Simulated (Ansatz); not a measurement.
# Cl4Sn: the cost of one run

Program: Ansatz 0.2.0. Level of theory: the levels named in each step. These are calculated values, not measurements.

### Step 1. The structure to begin with

Bond lengths: Cl1–Sn2 2.316 Å, Sn2–Cl3 2.317 Å, Sn2–Cl4 2.316 Å, Sn2–Cl5 2.317 Å. Angles: Cl1–Sn2–Cl3 109.4°, Cl1–Sn2–Cl4 109.5°, Cl1–Sn2–Cl5 109.5°, Cl3–Sn2–Cl4 109.5°, Cl3–Sn2–Cl5 109.5°, Cl4–Sn2–Cl5 109.4°.

Structure file:

```xyz
5

Cl   -1.7943   -0.8578   -1.1879
Sn    0.0001   -0.0002   -0.0002
Cl   -0.3196    2.2683    0.3455
Cl    1.9519   -0.3334   -1.2022
Cl    0.1619   -1.0770    2.0446
```

### Step 2. A rough first relaxation, PBE-D4/def2-SVP

This run stands in another session on the same molecule. It ended at:

```xyz
5

Cl   -1.8131   -0.8683   -1.1996
Sn    0.0000    0.0000   -0.0001
Cl   -0.3213    2.2924    0.3490
Cl    1.9723   -0.3355   -1.2155
Cl    0.1620   -1.0887    2.0660
```

### Step 3. Relaxation, HF/def2-SVP

The input, input.yaml:

```yaml
crystal:
  periodic: [false, false, false]
  atoms:
    - { symbol: Cl, position_ang: [-1.81307347, -0.86828315, -1.19962953] }
    - { symbol: Sn, position_ang: [1.01e-06, -3.479e-05, -5.064e-05] }
    - { symbol: Cl, position_ang: [-0.32130266, 2.29235538, 0.34898319] }
    - { symbol: Cl, position_ang: [1.97234501, -0.33546027, -1.21554485] }
    - { symbol: Cl, position_ang: [0.16203012, -1.08873718, 2.06600183] }
basis:
  gaussian: { orbitals: def2-SVP }
hamiltonian:
  xc: hf
relax:
  f_tol: 0.002
  max_steps: 150
```

Run with:

```
$ ansatz run input.yaml --threads 4 --pin off --max-ram 10240MiB --backend cpu --events-out ev --progress --plain --runs-dir out
```

Q: Estimate wall time and peak memory on 4 threads of AMD EPYC (Zen 3), shared host.

About 9.7 s, with a peak of 0.26 GiB.
